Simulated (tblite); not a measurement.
# Ge5H10S5: the cost of one run

Programs: PySCF 2.14.0 with density-fitted response routines of our own, and tblite 0.8.0. All values are computed, except where a source is named. Atoms count from 0 throughout.

### Step 1. The starting structure

20 atoms, charge 0, multiplicity 1; geometry from: UFF geometry.

Bonds of the start (Å): Ge1–H10 1.56, Ge1–H11 1.54, Ge1–S2 2.22, Ge3–H12 1.54, Ge3–H13 1.55, Ge3–S4 2.24, Ge5–H14 1.54, Ge5–H15 1.54, Ge5–S6 2.22, Ge7–H16 1.55, Ge7–H17 1.54, Ge7–S8 2.22, Ge9–H18 1.55, Ge9–H19 1.55, S0–Ge1 2.22, S0–Ge9 2.23, S2–Ge3 2.20, S4–Ge5 2.23, S6–Ge7 2.23, S8–Ge9 2.22.

### Step 2. GFN2-xTB relaxation, conformer 1

The job: settings as JSON, then the geometry in Å.

```
{"job": {"xc": "GFN2-xTB", "basis": "xTB", "kind": "relax"}, "charge": 0, "multiplicity": 1}
S     -0.680700     1.426600     1.684800
Ge     0.918700     2.478700     0.558000
S      1.503100     1.320100    -1.246500
Ge     2.723600    -0.125300    -0.114100
S      1.447700    -1.469100     1.141600
Ge     0.628400    -2.551100    -0.633300
S     -0.950000    -1.346900    -1.630500
Ge    -2.320500    -1.508200     0.118000
S     -3.762800     0.179900     0.142800
Ge    -2.175300     1.730300     0.058400
H      2.154100     2.658200     1.486200
H      0.409300     3.870500     0.141100
H      3.550600    -0.986300    -1.085600
H      3.711600     0.633000     0.812800
H      0.020300    -3.886700    -0.157600
H      1.767000    -2.850400    -1.628700
H     -3.107300    -2.844000     0.016800
H     -1.544000    -1.523900     1.449600
H     -2.810400     3.138000     0.214200
H     -1.488700     1.667400    -1.331300
```

Command:

```
$ OMP_NUM_THREADS=1 python ens_run.py task.json out
```

This one command runs the whole study; its stages follow in the order run.

**Question.** How long does this first job take on 1 thread of Intel Xeon 6975P-C, shared host?

About 2.9 s.
